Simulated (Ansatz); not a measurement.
# MnPt (P4/mmm): equation of state

One table from this session's results is given with a row withheld; the runs are named, their logs left out.

Computed with Ansatz 0.2.0 (DFT LDA, scalar-relativistic, plane waves, PAW, unless a step's input says otherwise).

## The system as given

It takes space group P4/mmm (No. 123, tetragonal). Conventional cell: a = 2.714 Å, b = 2.714 Å, c = 3.659 Å, α = 90.00°, β = 90.00°, γ = 90.00°. Mn (site symmetry 4/mmm) has 8 Pt at 2.65 Å and 4 Mn at 2.71 Å as nearest neighbours. Around Pt (site symmetry 4/mmm) lie 8 Mn at 2.65 Å and 4 Pt at 2.71 Å.

Structure file:

```
CELL_PARAMETERS angstrom
2.71427 2.71427 0.00000
-2.71427 2.71427 0.00000
0.00000 0.00000 3.65909
ATOMIC_POSITIONS crystal
Mn 0.00000 0.00000 0.00000
Pt 0.50000 0.00000 0.50000
Mn 0.50000 0.50000 0.00000
Pt 0.00000 0.50000 0.50000
```

This cell comes from an earlier session at LDA: 13.479 Å³/atom at 0.00 GPa, on a 12×12×12 mesh. The large moments point both ways and cancel.

Volume factors to run: 0.980, 1.020, 0.960, 1.040.

The first run:

File input.yaml:

```yaml
crystal:
  lattice:
    - [2.6960563293, 2.6960563293, 0.0]
    - [-2.6960563293, 2.6960563293, 0.0]
    - [0.0, 0.0, 3.6345290734]
  atoms:
    - { symbol: Mn, position: [0.0, 0.0, 0.0], spin: 3.65 }
    - { symbol: Pt, position: [0.5, 0.0, 0.5] }
    - { symbol: Mn, position: [0.5, 0.5, 0.0], spin: -3.65 }
    - { symbol: Pt, position: [1.0, 0.5, 0.5] }
basis:
  ecutwfc: 420
  ecutrho_ratio: 4
kpoints:
  mp_grid: { grid: [12, 12, 12] }
hamiltonian:
  xc: lda
scf:
  occupations: { method: gaussian, width: 0.05 }
output:
  forces: true
  stress: true
  eigenvalues: true
  populations: true
magnetization:
  spin_polarized: true
relax:
  f_tol: 0.01
  max_steps: 40
  cell: { stress_tol: 0.1, fix: [volume] }
```

The run is started by

```console
> ansatz run input.yaml --threads 2 --pin off --max-ram 5120MiB --backend cpu --events-out ev --progress --plain --runs-dir out
```

Among the steps run: Volume × 0.980; Scaling the volume by 1.020; Volume × 0.960; At 1.040 of the relaxed volume.

One table of the session follows, with a row left open; its other results are not shown here.

It belongs to the step «The fit». 

| volume (Å³/atom) | energy (meV/atom) | pressure (GPa) | moment of atom 1 (μB) |
| --- | --- | --- | --- |
| 12.940 | 16.59 | 10.15 | 3.18 |
| 13.209 | 4.01 | 4.81 | 3.25 |
| 13.479 | 0.00 | 0.00 | 3.32 |
| 13.748 | ? | ? | ? |
| 14.018 | 14.18 | -8.09 | 3.43 |

**Question.** Estimate the row for volume (Å³/atom) = 13.748.

Worked estimate for «energy (meV/atom)». A straight line through the neighbours (13.479, 0.00) and (14.018, 14.18) gives 0.00 + (14.18 − 0.00) × (13.748 − 13.479) / (14.018 − 13.479) = 7.08; a parabola fitted to 3 rows on both sides gives 3.38.

As computed: energy (meV/atom): 3.68; pressure (GPa): -4.29; moment of atom 1 (μB): 3.38. In «energy (meV/atom)» the line misses by +3.40 and the parabola by -0.30.

Caveats from the session: Warnings in the runs' records: stability check not made.
